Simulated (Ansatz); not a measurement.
# Al16N15: the cost of one run

Method: DFT, PBE, plane-wave PAW, default files, scalar-relativistic, as far as a step names no other, in Ansatz 0.2.0.

The COD entry's cell or inner coordinates are ideal or old and differ from later refinements, so a difference from it is no clean test against experiment.

### 1 The system as given

The structure is trigonal, space group P3m1 (No. 156). The conventional cell has a = 6.226 Å, b = 6.226 Å, c = 9.962 Å, α = 90.00°, β = 90.00°, γ = 120.00°. Al (site symmetry 3m) has 3 N at 1.89 Å as nearest neighbours. Al (site symmetry 3m) is surrounded by 4 N at 1.89 Å. Al (site symmetry m) has 4 N at 1.89 Å as nearest neighbours. Al (site symmetry m) has 3 N at 1.89 Å as nearest neighbours. Only part of the 15 independent sites is listed.

Structure file:

```cif
data_structure
_symmetry_space_group_name_H-M 'P 1'
_symmetry_Int_Tables_number 1
_cell_length_a 6.2260
_cell_length_b 6.2260
_cell_length_c 9.9620
_cell_angle_alpha 90.000
_cell_angle_beta 90.000
_cell_angle_gamma 120.000
_cell_volume 334.42
loop_
_atom_site_label
_atom_site_type_symbol
_atom_site_fract_x
_atom_site_fract_y
_atom_site_fract_z
_atom_site_occupancy
Al1 Al 0.16667 0.33333 0.00000 1
Al2 Al 0.16667 0.33333 0.50000 1
Al3 Al 0.16667 0.83333 0.00000 1
Al4 Al 0.16667 0.83333 0.50000 1
Al5 Al 0.66667 0.33333 0.00000 1
Al6 Al 0.66667 0.33333 0.50000 1
Al7 Al 0.66667 0.83333 0.00000 1
Al8 Al 0.66667 0.83333 0.50000 1
Al9 Al 0.33333 0.16667 0.25000 1
Al10 Al 0.33333 0.16667 0.75000 1
Al11 Al 0.33333 0.66667 0.25000 1
Al12 Al 0.33333 0.66667 0.75000 1
Al13 Al 0.83333 0.16667 0.25000 1
Al14 Al 0.83333 0.16667 0.75000 1
Al15 Al 0.83333 0.66667 0.25000 1
Al16 Al 0.83333 0.66667 0.75000 1
N1 N 0.16667 0.33333 0.69000 1
N2 N 0.16667 0.83333 0.19000 1
N3 N 0.16667 0.83333 0.69000 1
N4 N 0.66667 0.33333 0.19000 1
N5 N 0.66667 0.33333 0.69000 1
N6 N 0.66667 0.83333 0.19000 1
N7 N 0.66667 0.83333 0.69000 1
N8 N 0.33333 0.16667 0.44000 1
N9 N 0.33333 0.16667 0.94000 1
N10 N 0.33333 0.66667 0.44000 1
N11 N 0.33333 0.66667 0.94000 1
N12 N 0.83333 0.16667 0.44000 1
N13 N 0.83333 0.16667 0.94000 1
N14 N 0.83333 0.66667 0.44000 1
N15 N 0.83333 0.66667 0.94000 1
```

The vacant site is at (0.167, 0.333, 0.190) in fractional coordinates of the input's cell.

### 2 First run, atoms as given

input.yaml reads:

```yaml
crystal:
  lattice:
    - [6.226, 0.0, 0.0]
    - [-3.113, 5.391874164, 0.0]
    - [0.0, 0.0, 9.962]
  atoms:
    - { symbol: Al, position: [0.1666666666, 0.3333333334, 0.0] }
    - { symbol: Al, position: [0.1666666666, 0.3333333334, 0.5] }
    - { symbol: Al, position: [0.1666666666, 0.8333333334, 0.0] }
    - { symbol: Al, position: [0.1666666666, 0.8333333334, 0.5] }
    - { symbol: Al, position: [0.6666666666, 0.3333333334, 0.0] }
    - { symbol: Al, position: [0.6666666666, 0.3333333334, 0.5] }
    - { symbol: Al, position: [0.6666666666, 0.8333333334, 0.0] }
    - { symbol: Al, position: [0.6666666666, 0.8333333334, 0.5] }
    - { symbol: Al, position: [0.3333333334, 0.1666666666, 0.25] }
    - { symbol: Al, position: [0.3333333334, 0.1666666666, 0.75] }
    - { symbol: Al, position: [0.3333333334, 0.6666666666, 0.25] }
    - { symbol: Al, position: [0.3333333334, 0.6666666666, 0.75] }
    - { symbol: Al, position: [0.8333333334, 0.1666666666, 0.25] }
    - { symbol: Al, position: [0.8333333334, 0.1666666666, 0.75] }
    - { symbol: Al, position: [0.8333333334, 0.6666666666, 0.25] }
    - { symbol: Al, position: [0.8333333334, 0.6666666666, 0.75] }
    - { symbol: "N", position: [0.1666666666, 0.3333333334, 0.69] }
    - { symbol: "N", position: [0.1666666666, 0.8333333334, 0.19] }
    - { symbol: "N", position: [0.1666666666, 0.8333333334, 0.69] }
    - { symbol: "N", position: [0.6666666666, 0.3333333334, 0.19] }
    - { symbol: "N", position: [0.6666666666, 0.3333333334, 0.69] }
    - { symbol: "N", position: [0.6666666666, 0.8333333334, 0.19] }
    - { symbol: "N", position: [0.6666666666, 0.8333333334, 0.69] }
    - { symbol: "N", position: [0.3333333334, 0.1666666666, 0.44] }
    - { symbol: "N", position: [0.3333333334, 0.1666666666, 0.94] }
    - { symbol: "N", position: [0.3333333334, 0.6666666666, 0.44] }
    - { symbol: "N", position: [0.3333333334, 0.6666666666, 0.94] }
    - { symbol: "N", position: [0.8333333334, 0.1666666666, 0.44] }
    - { symbol: "N", position: [0.8333333334, 0.1666666666, 0.94] }
    - { symbol: "N", position: [0.8333333334, 0.6666666666, 0.44] }
    - { symbol: "N", position: [0.8333333334, 0.6666666666, 0.94] }
total_charge: 3
kpoints:
  mp_grid: { grid: [4, 4, 2] }
scf:
  occupations: { method: fermi_dirac, width: 0.01 }
hamiltonian:
  xc: pbe
  pseudopotentials: { kind: paw }
output:
  forces: true
  stress: true
  populations: true
  efg:
    quadrupole_moments_barn: { Al: 0.1466, "N": 0.02044 }
    contact_densities: true
```

Started as:

```sh
> ansatz run input.yaml --threads 1 --pin off --max-ram 3072MiB --backend cpu --events-out ev --progress --plain --runs-dir out
```

**Question.** How long does this run take on 1 thread of Arm Neoverse V2, shared host, and how much memory does it need?

About 28 s, with a peak of 0.59 GiB.
